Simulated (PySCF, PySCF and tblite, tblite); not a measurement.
# C4H5FO2: a path driven as rotation about a bond, and NMR exchange, part 3 of 3

PySCF and tblite. Atoms count from 0. Earlier steps stand in the parts before.

## Step 13: Second level: PBE0/pcSseg-1 + D3(BJ), IEF-PCM acetone

What the job is given:

```
{"job": {"smiles": "CC(=O)C=C(O)F", "charge": 0, "mult": 1, "motion": "rotation", "what": "diene or enone", "atoms": [1, 3], "drives": [{"terms": [["t", [0, 1, 3, 4], 0.25], ["t", [0, 1, 3, 10], 0.25], ["t", [2, 1, 3, 4], 0.25], ["t", [2, 1, 3, 10], 0.25]], "by": 180, "n": 12}], "study": "path", "level": {"kind": "nmr", "xc": "PBE0", "basis": "pcSseg-1", "wide": true, "solvent": "acetone"}, "fields": [300, 360, 400], "first": 4, "seed": 3, "kind": "pathvar"}, "charge": 0, "multiplicity": 1}
C     -1.889940    -0.042979     0.122152
C     -0.453617     0.374242     0.233162
O     -0.132205     1.520169     0.557477
C      0.536962    -0.633719    -0.059391
C      1.842110    -0.287483     0.030281
O      2.298901     0.883538     0.360181
F      2.802270    -1.174249    -0.228979
H     -2.091854    -0.395541    -0.887145
H     -2.087133    -0.862562     0.810146
H     -2.541582     0.794395     0.355086
H      0.248177    -1.629042    -0.340773
H      1.470844     1.458579     0.528961
```

Log:

```text
stationary points (kcal/mol above the start)
  n  kind          group   xTB      DFT    lowest mode
  0  minimum      Cs       0.00     0.00      88.6
  1  saddle       C1      16.02    20.80     -91.2
  2  minimum      Cs      11.88    12.07      51.8

GFN2-xTB energies: T/K, barrier G, reaction G (kcal/mol), k forward, k back (1/s)
 150.00    15.78    12.37   6.36e-11   6.75e+07
 200.00    15.78    12.37   4.82e-05   1.57e+09
 250.00    15.77    12.35      0.172   1.08e+10
 298.15    15.75    12.33       35.1   3.82e+10
 350.00    15.74    12.29   2.16e+03   1.02e+11
 400.00    15.73    12.25   4.25e+04    2.1e+11
 500.00    15.71    12.15   2.84e+06   5.83e+11

PBE0/pcSseg-1 + D3(BJ) energies: T/K, barrier G, reaction G (kcal/mol), k forward, k back (1/s)
 150.00    24.72    17.21      6e-24       71.3
 200.00    24.72    17.21    8.2e-15   5.19e+04
 250.00    24.71    17.19   2.63e-09    2.8e+06
 298.15    24.69    17.17   9.83e-06   3.76e+07
 350.00    24.68    17.13    0.00566   2.81e+08
 400.00    24.67    17.09      0.555    1.2e+09
 500.00    24.65    16.99        351   9.39e+09

PBE0/pcSseg-1 + D3(BJ), IEF-PCM acetone energies: T/K, barrier G, reaction G (kcal/mol), k forward, k back (1/s)
 150.00    20.56    12.57   6.92e-18       14.2
 200.00    20.55    12.56   2.89e-10   1.55e+04
 250.00    20.55    12.55   1.14e-05   1.06e+06
 298.15    20.53    12.52      0.011   1.67e+07
 350.00    20.52    12.49       2.24   1.41e+08
 400.00    20.51    12.45        104   6.57e+08
 500.00    20.49    12.35   2.31e+04   5.79e+09
```

Run time: 71 s. Hardware: 1 thread of AMD EPYC 7R13, shared host; peak memory 0.82 GiB. This counts the runs that the step sums up.

Barriers by level (kcal/mol; entropies in cal/(mol K)). Zero-point and thermal terms come from xTB in every row. ΔG‡ leaves symmetry out; the rate counts equivalent paths (a factor of 2); effective ΔG‡, where given, is the barrier that would give that rate by Eyring's equation alone:

```tsv
level	ΔE‡	with zero-point	ΔH‡	ΔS‡	ΔG‡ (298 K)	ΔE of reaction	k at 298 K (1/s)	effective ΔG‡
GFN2-xTB	16.02	15.80	15.80	0.1	15.75	11.87	35	15.34
PBE0/pcSseg-1 + D3(BJ)	24.96	24.74	24.74	0.1	24.69	16.71	9.8e-06	24.28
PBE0/pcSseg-1 + D3(BJ), IEF-PCM acetone	20.80	20.58	20.58	0.1	20.53	12.07	0.011	20.12
```

## Step 14: Shieldings, start: PBE0/aug-cc-pVDZ

What the job is given:

```
{"job": {"kind": "nmr", "xc": "PBE0", "basis": "aug-cc-pVDZ", "pop": false}, "charge": 0, "multiplicity": 1}
C     -1.889940    -0.042979     0.122152
C     -0.453617     0.374242     0.233162
O     -0.132205     1.520169     0.557477
C      0.536962    -0.633719    -0.059391
C      1.842110    -0.287483     0.030281
O      2.298901     0.883538     0.360181
F      2.802270    -1.174249    -0.228979
H     -2.091854    -0.395541    -0.887145
H     -2.087133    -0.862562     0.810146
H     -2.541582     0.794395     0.355086
H      0.248177    -1.629042    -0.340773
H      1.470844     1.458579     0.528961
```

Log:

```text
coarse grid: 10704 points
cycle   1  E = -405.1696165975  dE =  1.284e+00  |g| = 9.548e-01  |ddm| = 8.870e+00
cycle   2  E = -404.7455876619  dE =  4.240e-01  |g| = 1.745e+00  |ddm| = 4.423e+00
cycle   3  E = -405.3330258878  dE = -5.874e-01  |g| = 2.624e-01  |ddm| = 3.124e+00
cycle   4  E = -405.3467191893  dE = -1.369e-02  |g| = 7.916e-02  |ddm| = 5.068e-01
cycle   5  E = -405.3477254532  dE = -1.006e-03  |g| = 2.640e-02  |ddm| = 1.586e-01
cycle   6  E = -405.3478704484  dE = -1.450e-04  |g| = 6.900e-03  |ddm| = 6.992e-02
cycle   7  E = -405.3478788101  dE = -8.362e-06  |g| = 2.712e-03  |ddm| = 1.572e-02
final grid: 105712 points
cycle   8  E = -405.3497781325  dE = -1.787e-05  |g| = 1.355e-02  |ddm| = 2.093e-01
cycle   9  E = -405.3496830879  dE =  9.504e-05  |g| = 2.557e-02  |ddm| = 6.122e-02
cycle  10  E = -405.3498150006  dE = -1.319e-04  |g| = 1.671e-03  |ddm| = 3.626e-02
cycle  11  E = -405.3498155565  dE = -5.559e-07  |g| = 4.465e-04  |ddm| = 3.393e-03
cycle  12  E = -405.3498155915  dE = -3.507e-08  |g| = 1.539e-04  |ddm| = 8.632e-04
cycle  13  E = -405.3498155966  dE = -5.084e-09  |g| = 4.206e-05  |ddm| = 3.580e-04
cycle  14  E = -405.3498155969  dE = -3.238e-10  |g| = 1.166e-05  |ddm| = 9.400e-05
converged SCF energy = -405.3498155969

GIAO shielding tensors (ppm)
atom      isotropic    diamagn.    paramagn.     s11        s22        s33       span
  0 C      168.597     237.750     -69.153    150.355    153.811    201.624     51.269
  1 C       -1.675     218.603    -220.278    -74.972    -53.209    123.157    198.129
  2 O     -105.619     405.927    -511.546   -453.669   -211.560    348.370    802.039
  3 C      117.617     220.976    -103.359     51.626    138.397    162.829    111.203
  4 C       23.043     247.445    -224.402    -61.718     50.382     80.465    142.184
  5 O      170.534     388.286    -217.752     43.832    206.153    261.617    217.785
  6 F      240.246     472.102    -231.856    165.644    257.446    297.647    132.003
  7 H       29.419      28.991       0.429     26.210     29.013     33.035      6.825
  8 H       29.418      28.386       1.031     26.233     28.967     33.054      6.821
  9 H       29.761      27.864       1.897     26.488     28.414     34.380      7.892
 10 H       26.345      36.766     -10.422     24.084     24.301     30.648      6.564
 11 H       16.409      28.468     -12.060      5.215     13.219     30.793     25.579
```

It took 19 s on 1 thread of AMD EPYC 7R13, shared host; peak memory 0.79 GiB.

This run: HOMO -7.49 eV, LUMO -1.40 eV; dipole 2.73 D.

## Step 15: Single-point energy, saddle of leg 1: PBE0/aug-cc-pVDZ

What the job is given:

```
{"job": {"kind": "sp", "xc": "PBE0", "basis": "aug-cc-pVDZ", "pop": false}, "charge": 0, "multiplicity": 1}
C     -1.628771     0.042447     0.304873
C     -0.557213     0.538099    -0.631316
O     -0.623232     1.583175    -1.223603
C      0.598810    -0.402919    -0.772262
C      1.612552    -0.447526     0.078662
O      1.829185     0.296609     1.173878
F      2.606782    -1.327534    -0.079400
H     -2.078406    -0.851812    -0.123283
H     -1.195367    -0.236059     1.263274
H     -2.395482     0.800516     0.441841
H      0.602784    -1.044484    -1.637285
H      1.228360     1.049489     1.204622
```

Log:

```text
coarse grid: 10704 points
cycle   1  E = -405.1132789392  dE =  1.243e+00  |g| = 9.859e-01  |ddm| = 8.295e+00
cycle   2  E = -404.6367985469  dE =  4.765e-01  |g| = 1.848e+00  |ddm| = 3.907e+00
cycle   3  E = -405.2907073463  dE = -6.539e-01  |g| = 2.755e-01  |ddm| = 2.680e+00
cycle   4  E = -405.3055073844  dE = -1.480e-02  |g| = 8.508e-02  |ddm| = 5.351e-01
cycle   5  E = -405.3067787368  dE = -1.271e-03  |g| = 2.728e-02  |ddm| = 1.634e-01
cycle   6  E = -405.3069515946  dE = -1.729e-04  |g| = 6.659e-03  |ddm| = 6.984e-02
cycle   7  E = -405.3069592088  dE = -7.614e-06  |g| = 3.089e-03  |ddm| = 1.444e-02
final grid: 105712 points
cycle   8  E = -405.3118091920  dE = -1.691e-05  |g| = 1.188e-02  |ddm| = 1.510e-01
cycle   9  E = -405.3117324197  dE =  7.677e-05  |g| = 2.318e-02  |ddm| = 5.385e-02
cycle  10  E = -405.3118368946  dE = -1.045e-04  |g| = 1.933e-03  |ddm| = 3.100e-02
cycle  11  E = -405.3118376828  dE = -7.882e-07  |g| = 3.307e-04  |ddm| = 3.827e-03
cycle  12  E = -405.3118377031  dE = -2.030e-08  |g| = 1.461e-04  |ddm| = 8.812e-04
cycle  13  E = -405.3118377083  dE = -5.182e-09  |g| = 4.901e-05  |ddm| = 3.432e-04
cycle  14  E = -405.3118377088  dE = -4.670e-10  |g| = 1.199e-05  |ddm| = 8.087e-05
converged SCF energy = -405.3118377088
```

Run time: 10 s. Hardware: 1 thread of AMD EPYC 7R13, shared host; peak memory 0.65 GiB.

Key values: HOMO -7.29 eV, LUMO -1.15 eV; dipole 2.35 D.

## Step 16: Shieldings, end: PBE0/aug-cc-pVDZ

What the job is given:

```
{"job": {"kind": "nmr", "xc": "PBE0", "basis": "aug-cc-pVDZ", "pop": false}, "charge": 0, "multiplicity": 1}
C     -1.406102     0.294481     0.544076
C     -0.715862     0.030247    -0.783046
O     -1.343756     0.031274    -1.818061
C      0.724026    -0.228653    -0.790884
C      1.589105    -0.270068     0.229348
O      1.427864    -0.091456     1.534022
F      2.872336    -0.532448    -0.024884
H     -2.464747     0.453470     0.350005
H     -1.308323    -0.563492     1.208539
H     -1.009134     1.194088     1.013666
H      1.134227    -0.412692    -1.773105
H      0.507145     0.105031     1.751970
```

Log:

```text
coarse grid: 10704 points
cycle   1  E = -405.1042046869  dE =  1.290e+00  |g| = 1.022e+00  |ddm| = 9.358e+00
cycle   2  E = -404.3450111615  dE =  7.592e-01  |g| = 2.128e+00  |ddm| = 5.356e+00
cycle   3  E = -405.2977232443  dE = -9.527e-01  |g| = 3.268e-01  |ddm| = 3.825e+00
cycle   4  E = -405.3176329382  dE = -1.991e-02  |g| = 1.233e-01  |ddm| = 6.347e-01
cycle   5  E = -405.3201587570  dE = -2.526e-03  |g| = 3.369e-02  |ddm| = 2.064e-01
cycle   6  E = -405.3203951788  dE = -2.364e-04  |g| = 9.956e-03  |ddm| = 7.891e-02
cycle   7  E = -405.3204153549  dE = -2.018e-05  |g| = 4.142e-03  |ddm| = 2.414e-02
cycle   8  E = -405.3204186703  dE = -3.315e-06  |g| = 1.229e-03  |ddm| = 9.935e-03
final grid: 105712 points
cycle   9  E = -405.3252307614  dE = -3.468e-05  |g| = 1.205e-02  |ddm| = 3.134e-01
cycle  10  E = -405.3251498369  dE =  8.092e-05  |g| = 2.362e-02  |ddm| = 6.671e-02
cycle  11  E = -405.3252593898  dE = -1.096e-04  |g| = 2.164e-03  |ddm| = 3.616e-02
cycle  12  E = -405.3252603047  dE = -9.149e-07  |g| = 3.780e-04  |ddm| = 4.318e-03
cycle  13  E = -405.3252603246  dE = -1.989e-08  |g| = 1.741e-04  |ddm| = 8.697e-04
cycle  14  E = -405.3252603307  dE = -6.121e-09  |g| = 4.804e-05  |ddm| = 4.307e-04
cycle  15  E = -405.3252603312  dE = -5.045e-10  |g| = 1.713e-05  |ddm| = 1.344e-04
converged SCF energy = -405.3252603312

GIAO shielding tensors (ppm)
atom      isotropic    diamagn.    paramagn.     s11        s22        s33       span
  0 C      168.853     216.225     -47.372    151.252    156.506    198.800     47.548
  1 C       10.828     204.197    -193.369    -70.138    -16.403    119.025    189.163
  2 O     -255.860     416.681    -672.541   -781.847   -305.161    319.427   1101.274
  3 C      109.947     217.449    -107.502     65.369    118.264    146.208     80.839
  4 C       29.515     249.021    -219.507    -54.795     62.643     80.696    135.490
  5 O      198.540     375.512    -176.972    129.234    219.060    247.326    118.091
  6 F      259.965     475.178    -215.212    210.364    266.781    302.751     92.387
  7 H       29.256      29.947      -0.691     26.304     27.724     33.740      7.436
  8 H       29.581      23.691       5.889     26.367     30.009     32.366      5.999
  9 H       29.595      23.608       5.987     26.395     29.977     32.412      6.017
 10 H       26.465      37.619     -11.154     23.950     25.918     29.527      5.577
 11 H       25.070      31.855      -6.784     17.201     23.470     34.540     17.339
```

Wall time 21 s (1 thread of AMD EPYC 7R13, shared host); peak memory 0.83 GiB.

This run: HOMO -7.54 eV, LUMO -1.32 eV; dipole 3.22 D.

## Step 17: Second level: PBE0/aug-cc-pVDZ + D3(BJ)

What the job is given:

```
{"job": {"smiles": "CC(=O)C=C(O)F", "charge": 0, "mult": 1, "motion": "rotation", "what": "diene or enone", "atoms": [1, 3], "drives": [{"terms": [["t", [0, 1, 3, 4], 0.25], ["t", [0, 1, 3, 10], 0.25], ["t", [2, 1, 3, 4], 0.25], ["t", [2, 1, 3, 10], 0.25]], "by": 180, "n": 12}], "study": "path", "level": {"kind": "nmr", "xc": "PBE0", "basis": "aug-cc-pVDZ", "wide": true}, "fields": [300, 360, 400], "first": 4, "seed": 3, "kind": "pathvar"}, "charge": 0, "multiplicity": 1}
C     -1.889940    -0.042979     0.122152
C     -0.453617     0.374242     0.233162
O     -0.132205     1.520169     0.557477
C      0.536962    -0.633719    -0.059391
C      1.842110    -0.287483     0.030281
O      2.298901     0.883538     0.360181
F      2.802270    -1.174249    -0.228979
H     -2.091854    -0.395541    -0.887145
H     -2.087133    -0.862562     0.810146
H     -2.541582     0.794395     0.355086
H      0.248177    -1.629042    -0.340773
H      1.470844     1.458579     0.528961
```

Log:

```text
stationary points (kcal/mol above the start)
  n  kind          group   xTB      DFT    lowest mode
  0  minimum      Cs       0.00     0.00      88.6
  1  saddle       C1      16.02    23.76     -91.2
  2  minimum      Cs      11.88    15.27      51.8

GFN2-xTB energies: T/K, barrier G, reaction G (kcal/mol), k forward, k back (1/s)
 150.00    15.78    12.37   6.36e-11   6.75e+07
 200.00    15.78    12.37   4.82e-05   1.57e+09
 250.00    15.77    12.35      0.172   1.08e+10
 298.15    15.75    12.33       35.1   3.82e+10
 350.00    15.74    12.29   2.16e+03   1.02e+11
 400.00    15.73    12.25   4.25e+04    2.1e+11
 500.00    15.71    12.15   2.84e+06   5.83e+11

PBE0/pcSseg-1 + D3(BJ) energies: T/K, barrier G, reaction G (kcal/mol), k forward, k back (1/s)
 150.00    24.72    17.21      6e-24       71.3
 200.00    24.72    17.21    8.2e-15   5.19e+04
 250.00    24.71    17.19   2.63e-09    2.8e+06
 298.15    24.69    17.17   9.83e-06   3.76e+07
 350.00    24.68    17.13    0.00566   2.81e+08
 400.00    24.67    17.09      0.555    1.2e+09
 500.00    24.65    16.99        351   9.39e+09

PBE0/aug-cc-pVDZ + D3(BJ) energies: T/K, barrier G, reaction G (kcal/mol), k forward, k back (1/s)
 150.00    23.51    15.76   3.47e-22       32.1
 200.00    23.51    15.76   1.72e-13   2.85e+04
 250.00    23.50    15.74      3e-08   1.73e+06
 298.15    23.49    15.72   7.57e-05   2.51e+07
 350.00    23.47    15.68     0.0322   1.99e+08
 400.00    23.46    15.64       2.54   8.92e+08
 500.00    23.44    15.54   1.19e+03   7.39e+09
```

Run time: 2 min. Hardware: 1 thread of AMD EPYC 7R13, shared host; peak memory 0.83 GiB. This counts the runs that the step sums up.

Barriers by level (kcal/mol; entropies in cal/(mol K)). Zero-point and thermal terms come from xTB in every row. ΔG‡ leaves symmetry out; the rate counts equivalent paths (a factor of 2); effective ΔG‡, where given, is the barrier that would give that rate by Eyring's equation alone:

```tsv
level	ΔE‡	with zero-point	ΔH‡	ΔS‡	ΔG‡ (298 K)	ΔE of reaction	k at 298 K (1/s)	effective ΔG‡
GFN2-xTB	16.02	15.80	15.80	0.1	15.75	11.87	35	15.34
PBE0/pcSseg-1 + D3(BJ)	24.96	24.74	24.74	0.1	24.69	16.71	9.8e-06	24.28
PBE0/aug-cc-pVDZ + D3(BJ)	23.76	23.53	23.53	0.1	23.49	15.27	7.6e-05	23.07
```

## Step 18: What came out

This closing draws on all 3 parts.

| quantity | value |
| --- | --- |
| barrier (PBE0/pcSseg-1 + D3(BJ)) | ΔE‡ 25.0, ΔG‡(298 K) 24.7 kcal/mol |
| barrier (GFN2-xTB) | ΔE‡ 16.0 kcal/mol |
| rate at 298 K | 9.8e-06 s⁻¹ |
| end of the path | 16.7 kcal/mol from the start |

The barrier is 25.0 kcal/mol at the DFT level (xTB: 16.0); with thermal terms and the count of paths the DFT value gives a rate of 9.8e-06 s⁻¹ at 298 K. An error of 1.4 kcal/mol changes that rate tenfold. PBE0/pcSseg-1 + D3(BJ), IEF-PCM acetone moves the barrier from 25.0 to 20.8 kcal/mol. PBE0/aug-cc-pVDZ + D3(BJ) moves the barrier from 25.0 to 23.8 kcal/mol.
